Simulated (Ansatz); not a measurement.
**GeHO (quartet): the correlation ladder at scale of all distances = 0.877, cc-pVDZ**

How much of the correlation energy of GeHO (quartet) does each wave-function method recover here?

The runs use Ansatz 0.2.0, Gaussian basis; cc-pVDZ, core rule «outside noble gas», up to 15 orbitals frozen.

To be run: UHF; CCSD(T) on ROHF; CCSD(T) on UHF; BCCD(T) on ROHF; CISD; CCSDT(Q) on ROHF; CCSDT(Q) on UHF; CASSCF and MRCISD+Q, 5 electrons in 5 orbitals; CASSCF and NEVPT2, 5 electrons in 5 orbitals; CASSCF and MRCISD+Q, 11 electrons in 9 orbitals; CASSCF and NEVPT2, 11 electrons in 9 orbitals.

31 further runs of the same task are left out: 2 for a known fault of the program, 23 that didn't finish, 6 set aside as unsound or not needed.

## 1. The system

The geometry derives from a PBE0/def2-TZVP stationary point (not a proven minimum). All distances are scaled together. No spin-orbit coupling is included. The filled d shell of Ge may be among the frozen orbitals whatever the setting's name suggests; the logs give the count.

3 atoms, charge 0, spin multiplicity 4.

Atoms are counted from 1 here; the program's logs count them from 0.

Bond lengths: Ge1–O2 1.627 Å, Ge1–H3 1.370 Å. Angles: O2–Ge1–H3 114.5°.

## 2. UHF

File in.yaml:

```yaml
crystal:
  periodic: [false, false, false]
  atoms:
    - {symbol: Ge, position_ang: [0.000000, -0.032923, 0.282390]}
    - {symbol: O, position_ang: [0.000000, 0.075576, -1.340898]}
    - {symbol: H, position_ang: [0.000000, 1.173024, 0.933355]}
basis:
  gaussian: {orbitals: cc-pVDZ}
magnetization: {spin_polarized: true, initial_magnetization: 3}
hamiltonian: {xc: hf}
output: {orbitals: {seedname: orbitals}}
```

On the command line:

```console
$ ansatz run in.yaml --threads 1 --pin off --events-out ev --progress --plain --max-ram 2393MiB
```

The runs that follow: CCSD(T) on ROHF; CCSD(T) on UHF; BCCD(T) on ROHF; CISD; CCSDT(Q) on ROHF; CCSDT(Q) on UHF; CASSCF and MRCISD+Q, 5 electrons in 5 orbitals; CASSCF and NEVPT2, 5 electrons in 5 orbitals; CASSCF and MRCISD+Q, 11 electrons in 9 orbitals; CASSCF and NEVPT2, 11 electrons in 9 orbitals.

**Question.** What will the summary of the whole plan be? Wanted: UCCSDT(Q) below the RHF energy; RMP2 from UCCSDT(Q); UMP2 from UCCSDT(Q); RCCSD from UCCSDT(Q); RCCSD(T) from UCCSDT(Q); UCCSD(T) from UCCSDT(Q); RCCSDT(Q) from UCCSDT(Q); MRCISD+Q pair from UCCSDT(Q); NEVPT2 valence from UCCSDT(Q).

**Answer**, as computed:

```
                         quantity                                                                     value
   UCCSDT(Q) below the RHF energy                                                                -6.2496 eV
              RMP2 from UCCSDT(Q)                                                                +812.4 meV
              UMP2 from UCCSDT(Q)                                                                +803.7 meV
             RCCSD from UCCSDT(Q)                                                                +154.7 meV
          RCCSD(T) from UCCSDT(Q)                                                                 +40.6 meV
          UCCSD(T) from UCCSDT(Q)                                                                 +29.7 meV
         RCCSDT(Q) from UCCSDT(Q)                                                                 +12.2 meV
     MRCISD+Q pair from UCCSDT(Q)                                                                 +63.1 meV
    NEVPT2 valence from UCCSDT(Q)                                                                +978.9 meV
  MRCISD+Q valence from UCCSDT(Q)                                                                 +37.9 meV
levels within 1 kcal/mol (43 meV)  RCCSD(T), UCCSD(T), BCCD(T), RCCSDT, UCCSDT, RCCSDT(Q), MRCISD+Q valence
                    T1 diagnostic                                                                     0.025
   effectively unpaired electrons                                                                      3.01
```

In words: RCCSD(T) lands +40.6 meV from the yardstick (0.6 % of the correlation energy). One determinant dominates. Of the multireference levels listed MRCISD+Q valence comes nearest in total energy (+37.9 meV), which doesn't show that its space is the better one. These misses are within one basis, not against nature; the frozen cores of restricted and unrestricted runs differ, which can shift their rows.
